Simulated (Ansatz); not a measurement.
# C₂H₈OSi: basis-set convergence

One table from this session's results is given with a row withheld; the runs are named, their logs left out.

The runs use Ansatz 0.2.0, Gaussian basis; one geometry, several basis sets.

Plan: PBE0-D4/def2-SVP; ωB97M-V/def2-SVP; PBE0-D4/def2-QZVPP; ωB97M-V/def2-QZVPP; the functionals' def2-TZVPP values are taken from earlier runs.

### The relaxed structure

The geometry comes from an earlier relaxation with PBE0-D4 in a triple-zeta def2 set; it is a stationary point, not always the lowest conformer.

12 atoms, charge 0, spin multiplicity 1.

Atoms are counted from 1 here; the program's logs count them from 0.

Bond lengths: C1–O2 1.406 Å, C1–H5 1.092 Å, C1–H6 1.097 Å, C1–H7 1.096 Å, O2–Si3 1.646 Å, Si3–C4 1.864 Å, Si3–H8 1.494 Å, Si3–H9 1.483 Å, C4–H10 1.093 Å, C4–H11 1.094 Å, C4–H12 1.093 Å. Angles: O2–C1–H5 108.4°, O2–C1–H6 111.7°, O2–C1–H7 111.6°, H5–C1–H6 108.3°, H5–C1–H7 108.2°, H6–C1–H7 108.4°, C1–O2–Si3 122.9°, O2–Si3–C4 112.5°, O2–Si3–H8 109.3°, O2–Si3–H9 105.4°, C4–Si3–H8 108.9°, C4–Si3–H9 110.9°, H8–Si3–H9 109.8°, Si3–C4–H10 111.6°, Si3–C4–H11 110.0°, Si3–C4–H12 111.1°, H10–C4–H11 107.6°, H10–C4–H12 108.3° and more.

Coordinates:

| atom | x (Å) | y (Å) | z (Å) |
| --- | --- | --- | --- |
| C1 | 0.0909 | 1.5995 | -1.0107 |
| O2 | 0.7153 | 0.3403 | -1.0463 |
| Si3 | 0.8131 | -0.6473 | 0.2669 |
| C4 | -0.8542 | -1.2770 | 0.8134 |
| H5 | 0.3065 | 2.1180 | -1.9468 |
| H6 | 0.4644 | 2.2144 | -0.1822 |
| H7 | -0.9972 | 1.5081 | -0.9115 |
| H8 | 1.4431 | 0.0964 | 1.3985 |
| H9 | 1.6917 | -1.7679 | -0.1488 |
| H10 | -1.5088 | -0.4600 | 1.1272 |
| H11 | -0.7373 | -1.9538 | 1.6647 |
| H12 | -1.3505 | -1.8257 | 0.0095 |

The first run:

Contents of in.yaml:

```yaml
crystal:
  periodic: [false, false, false]
  atoms:
    - {symbol: C, position_ang: [0.090913, 1.599502, -1.010710]}
    - {symbol: O, position_ang: [0.715314, 0.340310, -1.046324]}
    - {symbol: Si, position_ang: [0.813079, -0.647301, 0.266875]}
    - {symbol: C, position_ang: [-0.854178, -1.277028, 0.813411]}
    - {symbol: H, position_ang: [0.306486, 2.118040, -1.946783]}
    - {symbol: H, position_ang: [0.464358, 2.214361, -0.182192]}
    - {symbol: H, position_ang: [-0.997171, 1.508076, -0.911535]}
    - {symbol: H, position_ang: [1.443101, 0.096371, 1.398528]}
    - {symbol: H, position_ang: [1.691660, -1.767902, -0.148769]}
    - {symbol: H, position_ang: [-1.508818, -0.460020, 1.127203]}
    - {symbol: H, position_ang: [-0.737347, -1.953775, 1.664729]}
    - {symbol: H, position_ang: [-1.350495, -1.825736, 0.009468]}
basis:
  gaussian: {orbitals: def2-SVP}
hamiltonian: {xc: pbe0, dispersion: d4}
output: {orbitals: {seedname: orbitals}}
```

Among the steps run: PBE0-D4 in def2-SVP; ωB97M-V in def2-SVP; PBE0-D4 in def2-QZVPP; ωB97M-V in def2-QZVPP.

One of the session's tables, all rows but one given; the rest of the session is left out.

```
functional       basis  HOMO (eV)  LUMO (eV)
   PBE0-D4    def2-SVP      -7.82       1.42
   PBE0-D4  def2-TZVPP      -7.95       0.87
   PBE0-D4  def2-QZVPP          ?          ?
   ωB97M-V    def2-SVP     -10.16       3.21
   ωB97M-V  def2-TZVPP     -10.31       2.46
   ωB97M-V  def2-QZVPP     -10.33       1.72
```

Estimate the missing values for PBE0-D4, def2-QZVPP.

As computed: HOMO (eV): -7.98; LUMO (eV): 0.57. In the column «HOMO (eV)» it lies between ωB97M-V, def2-SVP (-10.16) and PBE0-D4, def2-TZVPP (-7.95).
